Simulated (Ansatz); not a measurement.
# BGeH₂ (doublet): wave-function methods side by side at distance Ge1–B2 = 1.699 Å, cc-pVTZ

How much of the correlation energy of BGeH₂ (doublet) does each wave-function method recover here?

Method: cc-pVTZ, core rule «outside noble gas», up to 15 orbitals frozen; program: Ansatz 0.2.0, Gaussian basis.

Plan: UHF; CCSD(T) on ROHF; CCSD(T) on UHF; BCCD(T) on ROHF; CISD; CCSDT(Q) on ROHF; CCSDT(Q) on UHF; CASSCF and NEVPT2, 3 electrons in 3 orbitals; CASSCF and NEVPT2, 9 electrons in 10 orbitals.

**1. The system**

The geometry derives from a PBE0/def2-TZVP stationary point (not a proven minimum). One bond is set to the value named and the two fragments are kept rigid. No spin-orbit coupling is included. The filled d shell of Ge may be among the frozen orbitals whatever the setting's name suggests; the logs give the count.

4 atoms, charge 0, spin multiplicity 2.

Atoms are counted from 1 here; the program's logs count them from 0.

Bond lengths: Ge1–B2 1.699 Å, Ge1–H3 1.520 Å, Ge1–H4 1.520 Å. Angles: B2–Ge1–H3 120.2°, B2–Ge1–H4 120.2°, H3–Ge1–H4 119.5°.

**2. UHF**

File in.yaml:

```yaml
crystal:
  periodic: [false, false, false]
  atoms:
    - {symbol: Ge, position_ang: [0.000000, 0.000000, -0.196850]}
    - {symbol: B, position_ang: [0.000000, 0.000000, 1.502150]}
    - {symbol: H, position_ang: [0.000000, 1.313392, -0.962626]}
    - {symbol: H, position_ang: [0.000000, -1.313392, -0.962626]}
basis:
  gaussian: {orbitals: cc-pVTZ}
magnetization: {spin_polarized: true, initial_magnetization: 1}
hamiltonian: {xc: hf}
output: {orbitals: {seedname: orbitals}}
```

Run with:

```console
ansatz run in.yaml --threads 1 --pin off --events-out ev --progress --plain --max-ram 2816MiB --backend cpu
```

The runs that follow: CCSD(T) on ROHF; CCSD(T) on UHF; BCCD(T) on ROHF; CISD; CCSDT(Q) on ROHF; CCSDT(Q) on UHF; CASSCF and NEVPT2, 3 electrons in 3 orbitals; CASSCF and NEVPT2, 9 electrons in 10 orbitals.

Before running them: what should the planned runs give, taken together? Wanted: UCCSDT(Q) below the RHF energy; RMP2 from UCCSDT(Q); UMP2 from UCCSDT(Q); RCCSD from UCCSDT(Q); RCCSD(T) from UCCSDT(Q); UCCSD(T) from UCCSDT(Q); RCCSDT(Q) from UCCSDT(Q); NEVPT2 pair from UCCSDT(Q); NEVPT2 valence from UCCSDT(Q).

The runs gave:

| quantity | value |
| --- | --- |
| UCCSDT(Q) below the RHF energy | -5.9680 eV |
| RMP2 from UCCSDT(Q) | +1214.6 meV |
| UMP2 from UCCSDT(Q) | +1336.9 meV |
| RCCSD from UCCSDT(Q) | +312.1 meV |
| RCCSD(T) from UCCSDT(Q) | +56.1 meV |
| UCCSD(T) from UCCSDT(Q) | +65.2 meV |
| RCCSDT(Q) from UCCSDT(Q) | +1.4 meV |
| NEVPT2 pair from UCCSDT(Q) | +1090.2 meV |
| NEVPT2 valence from UCCSDT(Q) | +888.2 meV |
| levels within 1 kcal/mol (43 meV) | RCCSDT, UCCSDT, RCCSDT(Q) |
| T1 diagnostic | 0.029 |
| effectively unpaired electrons | 1.09 |

What this shows: RCCSD(T) lands +56.1 meV from the yardstick (0.9 % of the correlation energy). One determinant dominates. Of the multireference levels listed NEVPT2 valence comes nearest in total energy (+888.2 meV), which doesn't show that its space is the better one. These misses are within one basis, not against nature; the frozen cores of restricted and unrestricted runs differ, which can shift their rows.
